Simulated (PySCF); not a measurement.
**Solver options tried on SnC⁺ (quartet)**

The same problem is solved with other solver options, one edit a run.

Program: PySCF 2.14.0. Level of theory: method and basis as typed in the scripts. These are calculated values, not measurements.

**1. The starting structure**

SnC⁺ (quartet): 2 atoms, charge 1, spin multiplicity 4.

Bond lengths: Sn1–C2 1.944 Å.

**2. The base run**

Contents of input.py:

```python
from pyscf import gto, scf, mp

mol = gto.M(
    atom='Sn 0 0 0; C 0 0 1.944',
    basis='x2c-svpall',
    charge=1,
    spin=3,
    verbose=4,
)
mf = scf.UHF(mol)
mf = mf.sfx2c1e()
mf.kernel()
mp.MP2(mf, frozen=19).kernel()
mf.dip_moment()
print('orbital energies (hartree):', [e[max(0, n-3):n+3].round(4) for e, n in zip(mf.mo_energy, mol.nelec)])
```

The run is started by

```console
OMP_NUM_THREADS=1 python input.py
```

The log of this run is left out.

Base result: E(SCF) = -6210.672480 Eh, 13 cycles, E(MP2) − E(SCF) = -0.11625 Eh, ⟨S²⟩ = 3.755.

The bond length is a typed value, not an optimised one. The dipole of an ion depends on the origin. The quartet is typed in the script; nothing here shows that it is the ground state.

**3. Level shift 0.3 hartree**

Variant 1 changes level shift: none → 0.3 hartree.

Contents of input.py:

```python
from pyscf import gto, scf, mp

mol = gto.M(
    atom='Sn 0 0 0; C 0 0 1.944',
    basis='x2c-svpall',
    charge=1,
    spin=3,
    verbose=4,
)
mf = scf.UHF(mol)
mf = mf.sfx2c1e()
mf.level_shift = 0.3
mf.kernel()
mp.MP2(mf, frozen=19).kernel()
mf.dip_moment()
print('orbital energies (hartree):', [e[max(0, n-3):n+3].round(4) for e, n in zip(mf.mo_energy, mol.nelec)])
```

The run is started by

```console
OMP_NUM_THREADS=1 python input.py
```

**4. Convergence threshold 1e-16 hartree**

Variant 2 changes convergence threshold: default → 1e-16 hartree.

input.py: that of step 2 with these lines changed.

```diff
@@ -11,2 +11,3 @@
 mf = mf.sfx2c1e()
+mf.conv_tol = 1e-16
 mf.kernel()
```

**5. Initial guess mod_huckel**

Variant 3 changes initial guess: minao → mod_huckel.

input.py: that of step 2 with these lines changed.

```diff
@@ -11,2 +11,3 @@
 mf = mf.sfx2c1e()
+mf.init_guess = 'mod_huckel'
 mf.kernel()
```

**6. DIIS space 12**

Variant 4 changes DIIS space: default → 12.

input.py: that of step 2 with these lines changed.

```diff
@@ -11,2 +11,3 @@
 mf = mf.sfx2c1e()
+mf.diis_space = 12
 mf.kernel()
```

Before running it: what results should come out? Wanted: for each run, E(SCF); from base; gap, α spin; after the SCF.

The runs gave:

```csv
run,E(SCF) (hartree),from base (eV),cycles,"gap, α spin (eV)",after the SCF
base,-6210.672480,0,13,11.10,"MP2 correlation -3.163 eV, core frozen"
level shift 0.3 hartree,-6210.672480,0.0000,16,11.10,"MP2 correlation -3.163 eV, core frozen"
convergence threshold 1e-16 hartree,-6210.672480,0.0000,25,11.10,"MP2 correlation -3.163 eV, core frozen"
initial guess mod_huckel,-6210.672480,0.0000,14,11.10,"MP2 correlation -3.163 eV, core frozen"
DIIS space 12,-6210.672480,0.0000,14,11.10,"MP2 correlation -3.163 eV, core frozen"
```

Distance from each run's final energy (log10 hartree) by cycle:

```csv
run,cycle 1,cycle 2,cycle 3,cycle 5,cycle 8,cycle 12
base,-0.9,-1.3,-1.6,-2.2,-5.4,-9.5
level shift 0.3 hartree,-0.8,-1.3,-1.5,-1.9,-3.6,-6.7
convergence threshold 1e-16 hartree,-0.9,-1.3,-1.6,-2.2,-5.4,-9.5
initial guess mod_huckel,-0.6,-1.0,-1.7,-2.3,-5.9,-8.8
DIIS space 12,-0.9,-1.3,-1.6,-2.2,-5.4,-8.9
```

In words: With level shift 0.3 hartree or convergence threshold 1e-16 hartree or initial guess mod_huckel or DIIS space 12 the SCF ends at the base energy. The base needs 13 cycles and the run with level shift 0.3 hartree needs 16.
